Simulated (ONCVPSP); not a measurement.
# Pseudopotential generation for Si: ONCV, revPBE

Task: generate the file, and judge it by its errors in other configurations, its logarithmic derivatives, its ghosts and its cutoff.

Method: ONCVPSP 4.0.1, revPBE, scalar-relativistic.

### 1 The design

The settings as typed:

- element: silicon (Si, Z = 14)
- type: optimised norm-conserving Vanderbilt (ONCV)
- frozen core: [Ne]
- valence charge: 4
- reference configuration: 3s2 3p1.5 (charge +0.5)
- partial waves: 3s: rc 1.95 bohr, ncon 3, nbas 7, qcut 3.4 1/bohr, 2 projectors, debl 3.3 Ha; 3p: rc 2.30 bohr, ncon 4, nbas 9, qcut 4 1/bohr, 1 projector; d scattering state at 0.31 Ha: rc 1.90 bohr, ncon 3, nbas 7, qcut 4.3 1/bohr, 2 projectors, debl 0.4 Ha
- local potential: polynomial inside 1.75 bohr (lpopt 5, dvloc0 0 Ha)
- core correction: Teter function, fcfact 4, rcfact 1.1

An earlier all-electron run gives the scale for the radii.

All-electron outer shells of the reference configuration (revPBE, scalar-relativistic, ld1.x):

```
shell  level (eV)  outermost node (bohr)  outermost maximum (bohr)
   2s     -144.05                   0.15                      0.45
   2p      -99.97                      –                      0.39
   3s      -14.70                   0.72                      1.77
   3p       -7.66                   0.72                      2.09
```

### 2 Generating the potential

The input, Si.dat:

```
# ATOM AND REFERENCE CONFIGURATION
# atsym  z   nc   nv     iexc    psfile
  Si 14.00    3    2  -102130      upf
#
#   n    l    f
    1    0    2.00
    2    0    2.00
    2    1    6.00
    3    0    2.00
    3    1    1.50
#
# PSEUDOPOTENTIAL AND OPTIMIZATION
# lmax
    2
#
#   l,   rc,      ep,       ncon, nbas, qcut
    0    1.95    0.00    3    7    3.40
    1    2.30    0.00    4    9    4.00
    2    1.90    0.31    3    7    4.30
#
# LOCAL POTENTIAL
# lloc, lpopt,  rc(5),   dvloc0
    4    5    1.75    0.00
#
# VANDERBILT-KLEINMAN-BYLANDER PROJECTORs
# l, nproj, debl
    0    2    3.30
    1    1    2.60
    2    2    0.40
#
# MODEL CORE CHARGE
# icmod, fcfact, rcfact
    3    4.00    1.10
#
# LOG DERIVATIVE ANALYSIS
# epsh1, epsh2, depsh
   -2.00    5.00    0.02
#
# OUTPUT GRID
# rlmax, drl
    6.00    0.01
#
# TEST CONFIGURATIONS
# ncnf
    4
# nvcnf
#   n    l    f
    2
    3    0    2.00
    3    1    2.00
#
    2
    3    0    2.00
    3    1    1.00
#
    2
    3    0    2.00
    3    1    0.00
#
    2
    3    0    1.00
    3    1    0.00
#
```

On the command line:

```sh
$ oncvpsp.x < Si.dat > Si.out
```

Before running it: what results should come out? Wanted: cutoffs for 1 and 0.1 mHa per electron, occupied waves; bound ghosts; GHOST(+) flags; largest test error; largest phase difference near zero energy, channels read; rms error of d²Exc/dn², without and with the model core.

The runs gave:

| quantity | value |
| --- | --- |
| cutoffs for 1 and 0.1 mHa per electron, occupied waves | 6.0 Ha and 33 Ha |
| bound ghosts | none found |
| GHOST(+) flags | s at 138 eV |
| largest test error (AE − PS) | -20 meV, for 3s1 3p0 |
| largest phase difference near zero energy, channels read | 0.006 rad |
| rms error of d²Exc/dn², without and with the model core | 0.67 and 0.12 mHa |

In words: By total energies transferability is good: the largest error is 20 meV on 54.7 eV, for 3s1 3p0. It counts as soft on the atom at that tolerance, with 6.0 Ha needed at the looser tolerance. The tighter tolerance needs 33 Ha, and converged work needs a cutoff nearer that. At the looser tolerance the 3s wave is the slowest; 3p needs 3 Ha. That counts occupied waves only; other projectors can need more. It is free of bound ghosts as far as tested. Near zero energy the phases of the channels with partial waves agree within 0.006 rad. The program also flags highly localised states, GHOST(+) (s). These are tests on the free atom; a crystal test is still owed.
